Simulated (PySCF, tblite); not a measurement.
# C₆H₁₂N₂Si: geometry, infrared bands and NMR shifts

Aim: predict the infrared bands and NMR shifts of C₆H₁₂N₂Si (`C=CCN([SiH3])C1=C[C@H]1N`).

The runs use tblite 0.8.0 and PySCF 2.14.0, with density-fitted response routines of our own; the level of theory stands in each step. All values are computed, except where a source is named. Atoms are numbered from 0 throughout.

### 1 The molecule as given

21 atoms, charge 0, multiplicity 1; geometry from: force field or distance geometry start.

Bonds of the start (Å): C0–C1 1.34, C1–C2 1.49, C2–N3 1.44, N3–Si4 1.80, N3–C5 1.43, C5–C6 1.32, C6–C7 1.47, C7–N8 1.44, C7–C5 1.51, C0–H9 1.09, C0–H10 1.10, C1–H11 1.10, C2–H12 1.11, C2–H13 1.13, Si4–H14 1.46, Si4–H15 1.46, Si4–H16 1.50, C6–H17 1.08, C7–H18 1.12, N8–H19 1.04, N8–H20 1.05.

### 2 Relaxing the molecule with GFN2-xTB

The job: settings as JSON, then the geometry in Å.

```
{"job": {"kind": "relax", "xc": "GFN2-xTB", "basis": "xTB"}, "charge": 0, "multiplicity": 1}
C     -3.328900     0.886800    -0.489600
C     -2.534000     0.185800     0.336400
C     -1.169500     0.757600     0.530100
N     -0.106100    -0.123600     0.118800
Si    -0.328000    -1.889500    -0.121200
C      1.169600     0.499300    -0.031100
C      2.193400     1.273000     0.257800
C      2.328500     0.532200    -1.002800
N      3.070600    -0.705000    -1.040300
H     -4.347000     0.541100    -0.679400
H     -2.938500     1.801800    -0.959300
H     -2.881400    -0.737700     0.815700
H     -1.140000     1.714400    -0.023400
H     -1.013100     1.070500     1.604800
H     -1.560100    -2.401900     0.466500
H     -0.227800    -2.123400    -1.555500
H      0.871600    -2.561600     0.473100
H      2.652400     1.968700     0.943800
H      1.989600     0.984300    -1.970300
H      3.833800    -0.681900    -1.749600
H      3.455800    -0.973900    -0.101900
```

Launch:

```bash
> OMP_NUM_THREADS=1 python probes_run.py task.json out
```

The driver reads the jobs from task.json and runs them one after another.

**Question.** This job is followed by: GFN2-xTB harmonic vibrations, gas phase; GIAO PBE0/pcSseg-1 NMR shielding, non-relativistic, gas phase. Predict these results of the whole session: strongest single infrared mode (GFN2-xTB); zero-point energy (GFN2-xTB); ¹³C shifts against TMS (PBE0/pcSseg-1); ¹H shifts against TMS (PBE0/pcSseg-1, means over atoms taken as alike); ¹⁵N shifts against NH3 (PBE0/pcSseg-1); ²⁹Si shifts against TMS (PBE0/pcSseg-1).

As calculated:

```
                                                              quantity                                                     value
                             strongest single infrared mode (GFN2-xTB)                                     2193 cm⁻¹, 348 km/mol
                                          zero-point energy (GFN2-xTB)                                            101.8 kcal/mol
                                ¹³C shifts against TMS (PBE0/pcSseg-1)                 142.2, 138.4, 124.5, 88.5, 58.8, 38.3 ppm
¹H shifts against TMS (PBE0/pcSseg-1, means over atoms taken as alike)  6.12, 5.85, 5.45, 5.41, 5.00, 3.88, 3.76, 3.33, 0.62 ppm
                                ¹⁵N shifts against NH3 (PBE0/pcSseg-1)                                            76.2, 68.6 ppm
                               ²⁹Si shifts against TMS (PBE0/pcSseg-1)                                                 -48.9 ppm
```

The optimisation took 260 steps and gained 1.123 eV; among the close pairs (by a distance rule), N3–C5 changed most, from 1.428 to 1.348 Å. All 57 modes are real, so the xTB geometry is a minimum. The strongest single mode, at 2193 cm⁻¹, moves mainly H15. Unscaled tight-binding wavenumbers are off by several per cent, some by more. Its intensities can rank the bands wrongly. H11 (hydrogen on an alkene CH) lies farthest downfield among hydrogen, at 6.12 ppm; attached to an sp2 carbon and in the plane of the double bond. At PBE0/pcSseg-1: The largest span, 232 ppm, is at C1, where the paramagnetic term is -214 ppm.
